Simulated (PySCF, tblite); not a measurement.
# C₂H₉FSSi₂: geometry, infrared bands and NMR shifts

Wanted: the infrared bands and NMR shifts of C₂H₉FSSi₂ (`C[SiH2][Si@@H](F)SC`), by calculation.

The runs use tblite 0.8.0 and PySCF 2.14.0, with density-fitted response routines of our own; the level of theory stands in each step. All values are computed, except where a source is named. Atoms count from 0, in the outputs and in this text.

## Step 1: The molecule as given

15 atoms, charge 0, multiplicity 1; geometry from: force field or distance geometry start.

Bonds of the start (Å): C0–Si1 1.85, Si1–Si2 2.22, Si2–F3 1.68, Si2–S4 2.14, S4–C5 1.80, C0–H6 1.11, C0–H7 1.11, C0–H8 1.12, Si1–H9 1.48, Si1–H10 1.46, Si2–H11 1.48, C5–H12 1.09, C5–H13 1.11, C5–H14 1.11.

## Step 2: Relaxing the molecule with GFN2-xTB

Job settings and geometry (Å):

```
{"job": {"kind": "relax", "xc": "GFN2-xTB", "basis": "xTB"}, "charge": 0, "multiplicity": 1}
C     -2.984400    -0.056700    -0.123600
Si    -1.459300    -1.073900     0.111800
Si     0.330700    -0.009300    -0.663400
F      0.508600     1.519600     0.021100
S      2.058200    -1.161500    -0.134200
C      3.322000    -0.079300     0.553100
H     -3.910000    -0.678000    -0.109300
H     -3.110600     0.735900     0.640300
H     -2.899000     0.415800    -1.131700
H     -1.219200    -1.365500     1.539600
H     -1.638300    -2.309200    -0.647500
H      0.300900     0.137300    -2.131700
H      3.732900     0.575100    -0.216500
H      4.135700    -0.712100     0.958500
H      2.827500     0.564200     1.311600
```

On the command line:

```sh
$ OMP_NUM_THREADS=1 python probes_run.py task.json out
```

The driver reads the jobs from task.json and runs them one after another.

**Question.** This job is followed by: GFN2-xTB harmonic vibrations, gas phase; GIAO PBE0/pcSseg-1 NMR shielding, non-relativistic, gas phase. What will the session give for the following? strongest single infrared mode (GFN2-xTB); zero-point energy (GFN2-xTB); 13C shifts against TMS (PBE0/pcSseg-1); 1H shifts against TMS (PBE0/pcSseg-1, means over atoms taken as alike); 29Si shifts against TMS (PBE0/pcSseg-1); 19F shifts against CFCl3 (PBE0/pcSseg-1); 33S shifts against CS2 (PBE0/pcSseg-1).

**Answer**, as computed:

| quantity | value |
| --- | --- |
| strongest single infrared mode (GFN2-xTB) | 617 cm⁻¹, 590 km/mol |
| zero-point energy (GFN2-xTB) | 64.4 kcal/mol |
| 13C shifts against TMS (PBE0/pcSseg-1) | 14.0, -11.0 ppm |
| 1H shifts against TMS (PBE0/pcSseg-1, means over atoms taken as alike) | 6.09, 4.07, 3.78, 2.27, 0.33 ppm |
| 29Si shifts against TMS (PBE0/pcSseg-1) | 36.3, -80.9 ppm |
| 19F shifts against CFCl3 (PBE0/pcSseg-1) | -210.5 ppm |
| 33S shifts against CS2 (PBE0/pcSseg-1) | -129 ppm |

Over 134 steps the energy fell by 0.424 eV; of the close pairs, Si1–Si2 changed most, 2.222 to 2.303 Å. No mode is imaginary among the 39: a minimum at this level. The strongest single mode, at 617 cm⁻¹, moves mainly H11. Unscaled tight-binding wavenumbers are off by several per cent, some by more. Its intensities can rank the bands wrongly. At PBE0/pcSseg-1: The widest tensor belongs to S4: span 255 ppm, with a paramagnetic part of -427 ppm.
